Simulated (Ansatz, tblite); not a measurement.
**Pillar[5]arene methyl ether (C₄₅H₅₀O₁₀): a ladder of methods and basis sets**

An exercise on one series of results from a longer session: the logs are not shown, and one member is left open.

The runs use Ansatz 0.2.0, Gaussian basis; as each input shows.

The runs, in order: GFN1-xTB, GFN2-xTB, PBE-D4/def2-SVP, r2SCAN-D4/def2-SVP, BLYP-D4/def2-SVP, PBE0-D4/def2-TZVP, PBE-D4/def2-TZVP, HF/6-31G, B3LYP-D4/6-31G, MP2/def2-SVP.

1 further run of the same task is left out (set aside as unsound or not needed).

### The relaxed structure

The singlet was relaxed beforehand with PBE-D4/def2-SVP.

SMILES `COc1cc2c(OC)cc1Cc1cc(OC)c(cc1OC)Cc1cc(OC)c(cc1OC)Cc1cc(OC)c(cc1OC)Cc1cc(OC)c(cc1OC)C2`, 105 atoms, charge 0, spin multiplicity 1.

Bond lengths: C1–O2 1.410 Å, C1–H56 1.114 Å, C1–H57 1.107 Å, C1–H58 1.115 Å, O2–C3 1.376 Å, C3–C4 1.409 Å, C3–C10 1.412 Å, C4–C5 1.404 Å, C4–H59 1.099 Å, C5–C6 1.415 Å, C5–C55 1.511 Å, C6–O7 1.369 Å, C6–C9 1.405 Å, O7–C8 1.409 Å, C8–H60 1.107 Å, C8–H61 1.114 Å, C8–H62 1.115 Å, C9–C10 1.406 Å and more. Angles: O2–C1–H56 112.1°, O2–C1–H57 106.6°, O2–C1–H58 112.1°, H56–C1–H57 108.8°, H56–C1–H58 108.3°, H57–C1–H58 108.8°, C1–O2–C3 118.2°, O2–C3–C4 123.7°, O2–C3–C10 116.4°, C4–C3–C10 119.9°, C3–C4–C5 121.5°, C3–C4–H59 120.6°, C5–C4–H59 117.9°, C4–C5–C6 118.4°, C4–C5–C55 121.8°, C6–C5–C55 119.7°, C5–C6–O7 115.7°, C5–C6–C9 120.2° and more.

PBE0-D4/def2-SVP was run before; its log isn't repeated, and its numbers join the tables.

Set-up of the first run:

Tight binding, by tblite at 300 K electronic temperature and without a spin-polarisation term:

```python
tblite.interface.Calculator('GFN1-xTB', numbers, positions, charge=0, uhf=0).singlepoint()
```

Tight binding, by tblite at 300 K electronic temperature and without a spin-polarisation term:

```python
tblite.interface.Calculator('GFN2-xTB', numbers, positions, charge=0, uhf=0).singlepoint()
```

start.molden holds the orbitals of an earlier run on this state, given as this run's starting guess.

Input file in.yaml:

```yaml
crystal:
  periodic: [false, false, false]
  atoms:
    - {symbol: C, position_ang: [4.685436, 1.963006, -3.370425]}
    - {symbol: O, position_ang: [4.325910, 2.371203, -2.069506]}
    - {symbol: C, position_ang: [4.215788, 1.408075, -1.092262]}
    - {symbol: C, position_ang: [4.396158, 0.031037, -1.328869]}
    - {symbol: C, position_ang: [4.242061, -0.915320, -0.303425]}
    - {symbol: C, position_ang: [3.901891, -0.456363, 0.991149]}
    - {symbol: O, position_ang: [3.749283, -1.427443, 1.943328]}
    - {symbol: C, position_ang: [3.412928, -1.030141, 3.252250]}
    - {symbol: C, position_ang: [3.741622, 0.918047, 1.233240]}
    - {symbol: C, position_ang: [3.899321, 1.864769, 0.206077]}
    - {symbol: C, position_ang: [3.661905, 3.337882, 0.473027]}
    - {symbol: C, position_ang: [2.187614, 3.682520, 0.397557]}
    - {symbol: C, position_ang: [1.569144, 3.907465, -0.843400]}
    - {symbol: C, position_ang: [0.192071, 4.174682, -0.938186]}
    - {symbol: O, position_ang: [-0.464844, 4.367734, -2.131496]}
    - {symbol: C, position_ang: [0.295191, 4.329529, -3.319244]}
    - {symbol: C, position_ang: [-0.594992, 4.255412, 0.232967]}
    - {symbol: C, position_ang: [0.020788, 4.017327, 1.472891]}
    - {symbol: C, position_ang: [1.391219, 3.717057, 1.564797]}
    - {symbol: O, position_ang: [2.032316, 3.444376, 2.751103]}
    - {symbol: C, position_ang: [1.275970, 3.500774, 3.940428]}
    - {symbol: C, position_ang: [-2.085351, 4.519960, 0.150700]}
    - {symbol: C, position_ang: [-2.878673, 3.229007, 0.192193]}
    - {symbol: C, position_ang: [-3.054101, 2.460793, -0.972043]}
    - {symbol: C, position_ang: [-3.737238, 1.233739, -0.941569]}
    - {symbol: O, position_ang: [-3.928944, 0.432948, -2.034801]}
    - {symbol: C, position_ang: [-3.409325, 0.860308, -3.272570]}
    - {symbol: C, position_ang: [-4.279002, 0.751674, 0.273515]}
    - {symbol: C, position_ang: [-4.100527, 1.518467, 1.435804]}
    - {symbol: C, position_ang: [-3.397450, 2.739080, 1.410862]}
    - {symbol: O, position_ang: [-3.168585, 3.510930, 2.527413]}
    - {symbol: C, position_ang: [-3.709393, 3.081858, 3.756881]}
    - {symbol: C, position_ang: [-4.967802, -0.592317, 0.302778]}
    - {symbol: C, position_ang: [-3.980279, -1.739082, 0.165102]}
    - {symbol: C, position_ang: [-2.872318, -1.829101, 1.023094]}
    - {symbol: C, position_ang: [-1.925462, -2.859465, 0.898772]}
    - {symbol: O, position_ang: [-0.841457, -3.002848, 1.723244]}
    - {symbol: C, position_ang: [-0.449275, -1.903740, 2.515163]}
    - {symbol: C, position_ang: [-2.050320, -3.811510, -0.138589]}
    - {symbol: C, position_ang: [-3.164813, -3.729206, -0.986767]}
    - {symbol: C, position_ang: [-4.131664, -2.716088, -0.844404]}
    - {symbol: O, position_ang: [-5.234370, -2.598678, -1.651273]}
    - {symbol: C, position_ang: [-5.383519, -3.506670, -2.716561]}
    - {symbol: C, position_ang: [-0.973116, -4.855458, -0.361297]}
    - {symbol: C, position_ang: [0.427526, -4.284937, -0.473924]}
    - {symbol: C, position_ang: [1.465830, -4.748674, 0.347649]}
    - {symbol: C, position_ang: [2.750579, -4.174389, 0.314409]}
    - {symbol: O, position_ang: [3.792501, -4.596670, 1.099592]}
    - {symbol: C, position_ang: [3.554172, -5.624179, 2.031701]}
    - {symbol: C, position_ang: [3.011370, -3.089731, -0.552817]}
    - {symbol: C, position_ang: [1.976689, -2.634959, -1.386226]}
    - {symbol: C, position_ang: [0.704456, -3.230726, -1.373992]}
    - {symbol: O, position_ang: [-0.329487, -2.839157, -2.182032]}
    - {symbol: C, position_ang: [-0.249806, -1.580854, -2.813924]}
    - {symbol: C, position_ang: [4.364607, -2.398712, -0.562580]}
    - {symbol: H, position_ang: [5.678849, 1.459149, -3.392706]}
    - {symbol: H, position_ang: [4.737552, 2.880338, -3.987398]}
    - {symbol: H, position_ang: [3.933182, 1.271759, -3.816892]}
    - {symbol: H, position_ang: [4.660268, -0.335437, -2.330880]}
    - {symbol: H, position_ang: [3.329668, -1.957920, 3.849886]}
    - {symbol: H, position_ang: [4.192289, -0.376072, 3.707048]}
    - {symbol: H, position_ang: [2.439977, -0.487346, 3.288595]}
    - {symbol: H, position_ang: [3.468994, 1.291864, 2.229321]}
    - {symbol: H, position_ang: [4.217994, 3.937222, -0.272483]}
    - {symbol: H, position_ang: [4.044310, 3.594989, 1.478840]}
    - {symbol: H, position_ang: [2.199467, 3.843464, -1.740273]}
    - {symbol: H, position_ang: [0.783391, 3.339288, -3.473004]}
    - {symbol: H, position_ang: [-0.409351, 4.516108, -4.152088]}
    - {symbol: H, position_ang: [1.086659, 5.113294, -3.335066]}
    - {symbol: H, position_ang: [-0.615297, 4.052918, 2.367349]}
    - {symbol: H, position_ang: [0.842406, 4.512244, 4.113293]}
    - {symbol: H, position_ang: [1.970362, 3.263216, 4.768803]}
    - {symbol: H, position_ang: [0.442742, 2.760347, 3.942853]}
    - {symbol: H, position_ang: [-2.307399, 5.057621, -0.790338]}
    - {symbol: H, position_ang: [-2.392056, 5.162775, 0.997411]}
    - {symbol: H, position_ang: [-2.619822, 2.846820, -1.904098]}
    - {symbol: H, position_ang: [-3.856293, 1.825159, -3.606441]}
    - {symbol: H, position_ang: [-2.301706, 0.983041, -3.241973]}
    - {symbol: H, position_ang: [-3.664019, 0.073522, -4.008096]}
    - {symbol: H, position_ang: [-4.524661, 1.135071, 2.374536]}
    - {symbol: H, position_ang: [-3.430960, 3.844527, 4.508963]}
    - {symbol: H, position_ang: [-4.820019, 3.001737, 3.721686]}
    - {symbol: H, position_ang: [-3.298195, 2.095841, 4.075722]}
    - {symbol: H, position_ang: [-5.702052, -0.663746, -0.521421]}
    - {symbol: H, position_ang: [-5.528183, -0.691865, 1.256700]}
    - {symbol: H, position_ang: [-2.751226, -1.054305, 1.793347]}
    - {symbol: H, position_ang: [0.524801, -2.175387, 2.965698]}
    - {symbol: H, position_ang: [-1.175741, -1.688253, 3.333947]}
    - {symbol: H, position_ang: [-0.318287, -0.979690, 1.906413]}
    - {symbol: H, position_ang: [-3.241669, -4.462067, -1.801720]}
    - {symbol: H, position_ang: [-5.468355, -4.560629, -2.364452]}
    - {symbol: H, position_ang: [-6.318739, -3.230331, -3.239669]}
    - {symbol: H, position_ang: [-4.536900, -3.450081, -3.439724]}
    - {symbol: H, position_ang: [-1.229813, -5.419772, -1.283302]}
    - {symbol: H, position_ang: [-0.976364, -5.589845, 0.472426]}
    - {symbol: H, position_ang: [1.234513, -5.555380, 1.056752]}
    - {symbol: H, position_ang: [3.236035, -6.573458, 1.542066]}
    - {symbol: H, position_ang: [4.510267, -5.800099, 2.560441]}
    - {symbol: H, position_ang: [2.776530, -5.342366, 2.779227]}
    - {symbol: H, position_ang: [2.182224, -1.778887, -2.044446]}
    - {symbol: H, position_ang: [-1.241092, -1.397964, -3.271714]}
    - {symbol: H, position_ang: [-0.033917, -0.764714, -2.086596]}
    - {symbol: H, position_ang: [0.525892, -1.555422, -3.615420]}
    - {symbol: H, position_ang: [4.858708, -2.554837, -1.544979]}
    - {symbol: H, position_ang: [5.002803, -2.869708, 0.208397]}
basis:
  gaussian: {orbitals: def2-SVP, fitting: {mean_field: def2-universal-jkfit}, initial_orbitals: start.molden}
hamiltonian: {xc: pbe, dispersion: d4}
scf: {omitted_lower_state_checks: [starts]}
output: {orbitals: {seedname: orbitals}}
```

Started as:

```
ansatz run in.yaml --threads 11 --pin off --events-out ev --progress --plain --max-ram 174080MiB --backend cuda --devices 0, --max-vram 75GiB
```

Steps of the session up to this table: PBE-D4/def2-SVP; r2SCAN-D4/def2-SVP; BLYP-D4/def2-SVP; PBE0-D4/def2-TZVP; PBE-D4/def2-TZVP; HF/6-31G; B3LYP-D4/6-31G; MP2/def2-SVP.

One of the session's tables, all rows but one given; the rest of the session is left out.

It belongs to the step «Binding energy». 

```
             level  binding an atom (eV)
          HF/6-31G                 3.214
       HF/def2-SVP                     ?
   PBE-D4/def2-SVP                 5.053
  PBE-D4/def2-TZVP                 4.969
  BLYP-D4/def2-SVP                 4.881
r2SCAN-D4/def2-SVP                 4.892
    B3LYP-D4/6-31G                 4.666
  PBE0-D4/def2-SVP                 4.938
 PBE0-D4/def2-TZVP                 4.855
      MP2/def2-SVP                 4.721
```

Q: Estimate the row for HF/def2-SVP from the others.

**Answer.** binding an atom (eV): 3.525. In the column «binding an atom (eV)» it lies between HF/6-31G (3.214) and B3LYP-D4/6-31G (4.666).

To keep in mind: Free atoms were run apart at each level; binding is atoms less cluster, divided by the number of atoms, without zero-point or spin-orbit terms.
